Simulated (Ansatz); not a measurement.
# Ti12C13: the cost of one run

Computed with Ansatz 0.2.0 (DFT LDA, scalar-relativistic, plane waves, PAW, unless a step's input says otherwise).

4 further runs of the same task are left out: 1 that didn't finish, 3 set aside as unsound or not needed.

## (1) The structure to begin with

The structure is tetragonal, space group P4mm (No. 99). The conventional cell has a = 6.026 Å, b = 6.026 Å, c = 19.733 Å, α = 90.00°, β = 90.00°, γ = 90.00°. Ti (site symmetry m) is surrounded by 5 C at 2.08 to 2.13 Å. C (site symmetry 4mm) is surrounded by 5 Ti at 2.09 to 2.13 Å. C (site symmetry 2mm) has 5 Ti at 2.09 to 2.13 Å as nearest neighbours. Around Ti (site symmetry 4mm) lie 6 C at 2.09 to 2.14 Å. Ti (site symmetry 2mm) has 6 C at 2.09 to 2.14 Å as nearest neighbours. C (site symmetry m) is surrounded by 6 Ti at 2.06 to 2.13 Å. Only part of the 13 independent sites is listed.

As a file:

```
CELL_PARAMETERS angstrom
6.02571 0.00000 0.00000
0.00000 6.02571 0.00000
0.00000 0.00000 19.73349
ATOMIC_POSITIONS crystal
Ti 0.25000 0.25000 0.20270
Ti 0.25000 0.75000 0.20270
Ti 0.75000 0.25000 0.20270
Ti 0.75000 0.75000 0.20270
C 0.00000 0.00000 0.20270
C 0.00000 0.50000 0.20270
C 0.50000 0.00000 0.20270
C 0.50000 0.50000 0.20270
Ti 0.00000 0.00000 0.30854
Ti 0.00000 0.50000 0.30854
Ti 0.50000 0.00000 0.30854
Ti 0.50000 0.50000 0.30854
C 0.25000 0.25000 0.30793
C 0.25000 0.75000 0.30793
C 0.75000 0.25000 0.30793
C 0.75000 0.75000 0.30793
Ti 0.25000 0.25000 0.41243
Ti 0.25000 0.75000 0.41243
Ti 0.75000 0.25000 0.41243
Ti 0.75000 0.75000 0.41243
C 0.00000 0.00000 0.41723
C 0.00000 0.50000 0.41723
C 0.50000 0.00000 0.41723
C 0.50000 0.50000 0.41723
C 0.00000 0.00000 0.49426
```

This is the geometry of the first run shown, built on a cell relaxed beforehand with the same method.

## (2) Plan of the line

Atoms count from 1 in the order of the input.

C is moved over the surface cell; relaxed at each place: the height of the adsorbate's atoms; substrate rigid; the origin of the map has the adsorbate above C21.

- position of C25 along the first surface vector, from above C21: 8 values from 0.000 to 0.875, periodic
- position of C25 along the second surface vector, from above C21: 8 values from 0.000 to 0.875, periodic

Relaxed at each point: the height of the adsorbate's atoms; substrate rigid. Points are written as (first, second).

The two vectors of the plane (Å): (3.013, 0.000, 0.000); (0.000, 3.013, 0.000).

## (3) Grid point (0/8, 0/8) of the map's two axes

Contents of input.yaml:

```yaml
crystal:
  lattice:
    - [6.0257129976, 0.0, 0.0]
    - [0.0, 6.0257129976, 0.0]
    - [0.0, 0.0, 19.7334901523]
  atoms:
    - { symbol: Ti, position: [0.25, 0.25, 0.2027010919] }
    - { symbol: Ti, position: [0.25, 0.75, 0.2027010919] }
    - { symbol: Ti, position: [0.75, 0.25, 0.2027010919] }
    - { symbol: Ti, position: [0.75, 0.75, 0.2027010919] }
    - { symbol: C, position: [0.0, 0.0, 0.2027010919] }
    - { symbol: C, position: [0.0, 0.5, 0.2027010919] }
    - { symbol: C, position: [0.5, 0.0, 0.2027010919] }
    - { symbol: C, position: [0.5, 0.5, 0.2027010919] }
    - { symbol: Ti, position: [0.0, 0.0, 0.3085376904] }
    - { symbol: Ti, position: [0.0, 0.5, 0.3085376904] }
    - { symbol: Ti, position: [0.5, 0.0, 0.3085376904] }
    - { symbol: Ti, position: [0.5, 0.5, 0.3085376904] }
    - { symbol: C, position: [0.25, 0.25, 0.3079312182] }
    - { symbol: C, position: [0.25, 0.75, 0.3079312182] }
    - { symbol: C, position: [0.75, 0.25, 0.3079312182] }
    - { symbol: C, position: [0.75, 0.75, 0.3079312182] }
    - { symbol: Ti, position: [0.25, 0.25, 0.4124330541] }
    - { symbol: Ti, position: [0.25, 0.75, 0.4124330541] }
    - { symbol: Ti, position: [0.75, 0.25, 0.4124330541] }
    - { symbol: Ti, position: [0.75, 0.75, 0.4124330541] }
    - { symbol: C, position: [0.0, 0.0, 0.4172343609] }
    - { symbol: C, position: [0.0, 0.5, 0.4172343609] }
    - { symbol: C, position: [0.5, 0.0, 0.4172343609] }
    - { symbol: C, position: [0.5, 0.5, 0.4172343609] }
    - { symbol: C, position: [0.0, 0.0, 0.4942607758] }
basis:
  ecutwfc: 420
kpoints:
  mp_grid: { grid: [5, 5, 1] }
hamiltonian:
  xc: lda
scf:
  occupations: { method: gaussian, width: 0.1 }
output:
  forces: true
  eigenvalues: true
relax:
  adjacent_minimum: "off"
  f_tol: 0.025
  max_steps: 16
  constraints:
    - { sites: [0, 1, 2, 3, 4, 5, 6, 7, 8, 9, 10, 11, 12, 13, 14, 15, 16, 17, 18, 19, 20, 21, 22, 23] }
    - { sites: [24], fix: xy }
efield:
  axis: 3
  dipole_correction: true
  ramp_width: 0.04
```

Launch:

```sh
ansatz run input.yaml --threads 4 --pin off --max-ram 12288MiB --backend cpu --events-out ev --progress --plain --runs-dir out
```

**Question.** How long does this run take on 4 threads of AMD EPYC 9R45 (Zen 5), shared host, and how much memory does it need?

About 37 s, with a peak of 2 GiB.
